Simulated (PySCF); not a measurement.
# The bond of BI, level by level

The task here is to estimate one member of a computed series from the others.

Program: PySCF 2.14.0. Level of theory: B cc-pVDZ, I cc-pVDZ-PP with ECP28, scalar-relativistic core potentials. These are calculated values, not measurements.

Set-up of the first run:

The job is set up so:

```yaml
atoms: B, I
charge: 0
basis: B cc-pVDZ, I cc-pVDZ-PP with ECP28
Hamiltonian: scalar-relativistic core potentials
basis_functions: 37
electrons_treated: 30
masses_in_u: 11.0093, 126.9045
levels: PBE0, PBE, r²SCAN, BP86, LDA, M06-2X, HSE06, HF, MP2, SCS-MP2, CCSD, CCSD(T)
grid: 80 radial by 434 angular points
occupations: held fixed by the projection of orbital angular momentum
dissociation_limit: B + I, each in its ground configuration
starting_distance_in_angstrom: 2.125
values_of_2S_to_try: 0, 2
```

The run is started by

```sh
$ OMP_NUM_THREADS=1 python dia.py task.json out
```

Among the steps run: The job; The PBE0 curve of the state that the search chose; Excited determinants; PBE; r²SCAN; BP86 (GGA); LDA; M06-2X (hybrid meta-GGA); HSE06; RHF (mean field); Correlated methods on the Hartree–Fock reference.

One table of the session follows, with a row left open; its other results are not shown here.

Energy (eV) from each level's lowest point:

| R (Å) | RHF | RHF-MP2 | RHF-SCS-MP2 | RHF-CCSD | RHF-CCSD(T) |
| --- | --- | --- | --- | --- | --- |
| 1.852 | 0.976 | 0.880 | 0.908 | n/a | n/a |
| 1.938 | 0.448 | 0.381 | 0.401 | 0.428 | 0.431 |
| 2.024 | 0.152 | 0.113 | 0.125 | 0.140 | 0.141 |
| 2.088 | 0.041 | 0.021 | 0.027 | 0.034 | 0.035 |
| 2.153 | 0.000 | 0.000 | 0.000 | 0.000 | 0.000 |
| 2.218 | 0.013 | 0.032 | 0.026 | 0.020 | 0.019 |
| 2.304 | 0.092 | 0.136 | 0.122 | 0.108 | 0.106 |
| 2.411 | ? | ? | ? | ? | ? |
| 2.541 | 0.518 | 0.629 | 0.591 | 0.562 | 0.556 |
| 2.713 | 0.914 | 1.069 | 1.015 | n/a | n/a |

Estimate the missing values for R (Å) = 2.411.

Worked estimate for «RHF». A straight line through the neighbours (2.304, 0.092) and (2.541, 0.518) gives 0.092 + (0.518 − 0.092) × (2.411 − 2.304) / (2.541 − 2.304) = 0.284; a parabola fitted to 4 rows on both sides gives 0.265.

As computed: RHF: 0.258; RHF-MP2: 0.333; RHF-SCS-MP2: 0.309; RHF-CCSD: 0.287; RHF-CCSD(T): 0.284. In «RHF» the line misses by +0.026 and the parabola by +0.007.

State 2 has its PBE0 minimum 1.75 eV higher. The other levels ran on the lowest alone.
